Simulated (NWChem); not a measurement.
# One shape, several levels: C2H8GeO (SMILES C[O][GeH2][CH3])

Aim: a comparison of 4 runs (HF/STO-3G, HF/3-21G, B3LYP/6-31G*) of C2H8GeO. 

The calculation is run with NWChem 7.3.0.

**1. The structure to begin with**

C2H8GeO has 12 atoms, charge 0, and is taken as a singlet. As SMILES, `C[O][GeH2][CH3]`. The coordinates come from a PBE0-D4/def2-TZVP relaxation. This is one conformer, not always the lowest.

Bond lengths: C1–O2 1.404 Å, O2–Ge3 1.784 Å, Ge3–C4 1.936 Å, C1–H5 1.093 Å, C1–H6 1.099 Å, C1–H7 1.099 Å, Ge3–H8 1.546 Å, Ge3–H9 1.546 Å, C4–H10 1.090 Å, C4–H11 1.091 Å, C4–H12 1.090 Å. Some angles: C1–O2–Ge3 118.3°, O2–Ge3–C4 105.0°, O2–C1–H5 108.3°, O2–C1–H6 112.2°, O2–C1–H7 112.2°, O2–Ge3–H8 108.1°, O2–Ge3–H9 108.1°, C4–Ge3–H8 113.1°, C4–Ge3–H9 113.1°, Ge3–C4–H10 109.7°.

**2. Energy and gradient at HF/STO-3G (run 1)**

The input, m1.nw:

```
start m1
memory stack 880 mb heap 220 mb global 1100 mb

geometry noautosym nocenter noautoz
C        0.239200       2.136200       0.178200
O        0.656700       0.796200       0.156500
Ge      -0.572500      -0.468800      -0.110800
C        0.410800      -2.136700      -0.079600
H        1.116000       2.765800       0.350300
H       -0.483100       2.333700       0.982500
H       -0.218100       2.444400      -0.772400
H       -1.624500      -0.363200       1.017100
H       -1.257600      -0.193200      -1.468900
H        0.906200      -2.254200       0.884500
H       -0.261600      -2.981400      -0.237000
H        1.165400      -2.134000      -0.866500
end

basis spherical bse
* library STO-3G
end

scf
thresh 1e-08
maxiter 80
print medium
end

task scf gradient
```

Command:

```bash
$ nwchem m1.nw > m1.out
```

Log:

```text
[...]
  functions       =    41
[...]
  wavefunction    = RHF
[...]
         Total SCF energy =  -2205.095850036944
      One-electron energy =  -3684.044971376741
      Two-electron energy =   1181.080605076162
 Nuclear repulsion energy =    297.868516263635
        Time for solution =      3.2s
[...]
                         RHF ENERGY GRADIENTS
    atom               coordinates                        gradient
                 x          y          z           x          y          z
   1 C       0.452022   4.036833   0.336749    0.011480  -0.005699   0.001449
   2 O       1.240983   1.504600   0.295742    0.000072   0.034694   0.002201
   3 Ge     -1.081868  -0.885904  -0.209382    0.022667  -0.021671   0.001895
   4 C       0.776299  -4.037778  -0.150422    0.009738  -0.013094   0.000497
   5 H       2.108934   5.226604   0.661971    0.000194  -0.002330  -0.000128
   6 H      -0.912927   4.410054   1.856656   -0.000291  -0.003886   0.001901
   7 H      -0.412149   4.619246  -1.459624    0.000344  -0.003630  -0.002425
   8 H      -3.069860  -0.686348   1.922040   -0.026126   0.005023   0.028853
   9 H      -2.376519  -0.365095  -2.775819   -0.016792   0.009363  -0.034180
  10 H       1.712470  -4.259820   1.671463    0.002086   0.002236   0.008030
  11 H      -0.494352  -5.634029  -0.447865   -0.007626  -0.004272  -0.001407
[...]
```

It took 4.8 s on 1 thread of AMD EPYC 9R45 (Zen 5), shared host; peak memory 0.1 GiB.

**3. Energy and gradient at HF/3-21G (run 2)**

The input, struct.nw:

```
start struct
title "C2H8GeO"
memory stack 880 mb heap 220 mb global 1100 mb
geometry noautosym nocenter noautoz
  C        0.239200       2.136200       0.178200
  O        0.656700       0.796200       0.156500
  Ge      -0.572500      -0.468800      -0.110800
  C        0.410800      -2.136700      -0.079600
  H        1.116000       2.765800       0.350300
  H       -0.483100       2.333700       0.982500
  H       -0.218100       2.444400      -0.772400
  H       -1.624500      -0.363200       1.017100
  H       -1.257600      -0.193200      -1.468900
  H        0.906200      -2.254200       0.884500
  H       -0.261600      -2.981400      -0.237000
  H        1.165400      -2.134000      -0.866500
end
basis spherical bse
  * library 3-21G
end
scf
  thresh 1e-08
  maxiter 80
  noprint "final vectors analysis"
end
task scf gradient
```

Command:

```bash
$ nwchem struct.nw > struct.out
```

Log:

```text
[...]
  functions       =    65
[...]
  wavefunction    = RHF
[...]
         Total SCF energy =  -2219.765015693620
      One-electron energy =  -3686.716514124688
      Two-electron energy =   1169.082982167432
 Nuclear repulsion energy =    297.868516263635
        Time for solution =      3.4s
[...]
                         RHF ENERGY GRADIENTS
    atom               coordinates                        gradient
                 x          y          z           x          y          z
   1 C       0.452022   4.036833   0.336749   -0.001895  -0.031023  -0.002211
   2 O       1.240983   1.504600   0.295742    0.018253   0.032424   0.004840
   3 Ge     -1.081868  -0.885904  -0.209382   -0.018680  -0.015284  -0.003892
   4 C       0.776299  -4.037778  -0.150422    0.002088   0.005747   0.000667
   5 H       2.108934   5.226604   0.661971    0.007595   0.003034   0.001330
   6 H      -0.912927   4.410054   1.856656   -0.004203   0.000214   0.005717
   7 H      -0.412149   4.619246  -1.459624   -0.002338   0.000985  -0.006672
   8 H      -3.069860  -0.686348   1.922040    0.000054   0.001502   0.000520
   9 H      -2.376519  -0.365095  -2.775819    0.000171   0.001554  -0.000232
  10 H       1.712470  -4.259820   1.671463    0.001359   0.000877   0.005234
  11 H      -0.494352  -5.634029  -0.447865   -0.005191  -0.001581  -0.000868
[...]
```

Wall time 5.1 s (1 thread of AMD EPYC 9R45 (Zen 5), shared host); peak memory 0.1 GiB.

Run 3 isn't shown in full; the table further down has it.

**4. Energy and forces at B3LYP/6-31G(d) (spherical functions) (run 4)**

The input, a.xyz:

```xyz
12
C2H8GeO
C      0.239200     2.136200     0.178200
O      0.656700     0.796200     0.156500
Ge    -0.572500    -0.468800    -0.110800
C      0.410800    -2.136700    -0.079600
H      1.116000     2.765800     0.350300
H     -0.483100     2.333700     0.982500
H     -0.218100     2.444400    -0.772400
H     -1.624500    -0.363200     1.017100
H     -1.257600    -0.193200    -1.468900
H      0.906200    -2.254200     0.884500
H     -0.261600    -2.981400    -0.237000
H      1.165400    -2.134000    -0.866500
```

The input, run.py:

```python
from ase.io import read
from ase.calculators.nwchem import NWChem

molecule = read('a.xyz')

calc = NWChem(
    label='a',
    theory='dft',
    memory='2200 mb',
    basis='6-31G*',
    basispar='spherical bse',
    dft={'xc': 'b3lyp', 'mult': '1', 'grid': 'fine', 'convergence': 'energy 1e-08', 'iterations': '100', 'mulliken': None},
)
molecule.calc = calc

forces = molecule.get_forces()
print(f"energy = {molecule.get_potential_energy():.6f} eV")
print("forces (eV/A):")
for s, f in zip(molecule.symbols, forces):
    print(f"{s:2s} {f[0]:10.5f} {f[1]:10.5f} {f[2]:10.5f}")
print("dipole (e A):", molecule.get_dipole_moment().round(4))
```

Command:

```bash
$ export ASE_NWCHEM_COMMAND="nwchem PREFIX.nwi > PREFIX.nwo"
$ python run.py
```

Log:

```text
energy = -60763.386587 eV
forces (eV/A):
C    -0.10624    0.21263   -0.00463
O     0.48645   -0.00632    0.07307
Ge   -0.25089   -0.08022   -0.04109
C     0.08135   -0.18466    0.00118
H     0.08870    0.06901    0.01810
H    -0.06844    0.04705    0.08156
H    -0.04222    0.05816   -0.08947
H    -0.14635   -0.01260    0.12562
H    -0.10423    0.00704   -0.16465
H     0.05055   -0.01481    0.08731
H    -0.06284   -0.09097   -0.01584
H     0.07420   -0.00432   -0.07117
dipole (e A): [-0.1675 -0.1067 -0.0333]
```

The calculator wrote a.nwi:

```
title "a"

permanent_dir a

scratch_dir a

start a

geometry units angstrom nocenter noautosym noautoz
  C  2.3920000000000000e-01 2.1362000000000001e+00 1.7820000000000000e-01
  O  6.5669999999999995e-01 7.9620000000000002e-01 1.5650000000000000e-01
  Ge -5.7250000000000001e-01 -4.6879999999999999e-01 -1.1080000000000000e-01
  C  4.1080000000000000e-01 -2.1366999999999998e+00 -7.9600000000000004e-02
  H  1.1160000000000001e+00 2.7658000000000000e+00 3.5030000000000000e-01
  H  -4.8309999999999997e-01 2.3336999999999999e+00 9.8250000000000004e-01
  H  -2.1809999999999999e-01 2.4443999999999999e+00 -7.7239999999999998e-01
  H  -1.6245000000000001e+00 -3.6320000000000002e-01 1.0170999999999999e+00
  H  -1.2576000000000001e+00 -1.9320000000000001e-01 -1.4689000000000001e+00
  H  9.0620000000000001e-01 -2.2542000000000000e+00 8.8449999999999995e-01
  H  -2.6160000000000000e-01 -2.9813999999999998e+00 -2.3699999999999999e-01
  H  1.1654000000000000e+00 -2.1339999999999999e+00 -8.6650000000000005e-01
end

memory 2200 mb

basis spherical bse noprint
   * library 6-31G*
end

dft
  xc b3lyp
  mult 1
  grid fine
  convergence energy 1e-08
  iterations 100
  mulliken
end

task dft gradient
```

a.nwo:

```text
Northwest Computational Chemistry Package (NWChem) 7.3.0
             --------------------------------------------------------

           Job information
           ---------------

    nwchem branch   = 7.3.0
    use scalapack   = T
    input           = a.nwi
    prefix          = a.
    data base       = a/a.db
    status          = startup
    nproc           =        1

           Memory information
           ------------------

    heap     =     72089598 doubles =      550.0 Mbytes
    stack    =     72089595 doubles =      550.0 Mbytes
    global   =    144179200 doubles =     1100.0 Mbytes (distinct from heap & stack)
    total    =    288358393 doubles =     2200.0 Mbytes
    verify   = yes
    hardfail = no

[... 114 lines left out ...]
  convergence criterion.
[... 41 lines left out ...]
          Spatial weights used:  Erf1
[... 74 lines left out ...]
         Total DFT energy =    -2233.013288360421
[... 3 lines left out ...]
 Nuclear repulsion energy =      297.868516263635
[... 701 lines left out ...]
          Convergence on gradient requested:  5.00D-04
[... 28 lines left out ...]
          total energy or number of iterations.
[... 26 lines left out ...]
                         DFT ENERGY GRADIENTS

    atom               coordinates                        gradient
                 x          y          z           x          y          z
   1 C       0.452022   4.036833   0.336749    0.002066  -0.004135   0.000090
   2 O       1.240983   1.504600   0.295742   -0.009460   0.000123  -0.001421
   3 Ge     -1.081868  -0.885904  -0.209382    0.004879   0.001560   0.000799
[... 8 lines of this table left out ...]
  12 H       2.202287  -4.032675  -1.637448   -0.001443   0.000084   0.001384

                 ----------------------------------------
                 |  Time  |  1-e(secs)   |  2-e(secs)   |
                 ----------------------------------------
                 |  CPU   |       0.01   |       5.28   |
                 ----------------------------------------
                 |  WALL  |       0.01   |       5.28   |
                 ----------------------------------------

 Task  times  cpu:       26.1s     wall:       26.1s
 Total times  cpu:       26.1s     wall:       26.1s
```

Wall time 27 s (1 thread of AMD EPYC 9R45 (Zen 5), shared host); peak memory 0.13 GiB.

**5. The series**

| run | level | Cartesian functions | iteration cap | energy (Eh) | dipole moment (D) | largest force (eV/Å) | wall time |
| --- | --- | --- | --- | --- | --- | --- | --- |
| 1 | HF/STO-3G | no | 80 | -2205.095850 | 1.27 | 2.018 | 4.8 s |
| 2 | HF/3-21G | no | 80 | -2219.765016 | 1.34 | 1.929 | 5.1 s |
| 3 | B3LYP/6-31G* (Cartesian functions) | yes | 100 | -2233.021434 | – | 0.474 | 28 s |
| 4 | B3LYP/6-31G* (spherical functions) | no | 100 | -2233.013288 | 0.97 | 0.492 | 27 s |

**6. Results**

| quantity | value |
| --- | --- |
| run 4: total energy | -2233.01329 Eh |
| run 4: dipole moment | 0.97 D |
| run 4: HOMO energy | -7.01 eV |
| run 4: LUMO energy | 0.74 eV |
| run 4: HOMO–LUMO gap | 7.75 eV |
| run 4: largest force on an atom | 0.492 eV/Å |

**Reading.** Over runs 1, 2, 4 the dipole moment (its size) runs from 0.97 D (B3LYP/6-31G*) to 1.34 D (HF/3-21G). The two ends differ in method and basis. In run 1 the basis is minimal, so the values are rough. All runs together took 65 s, the longest 28 s.
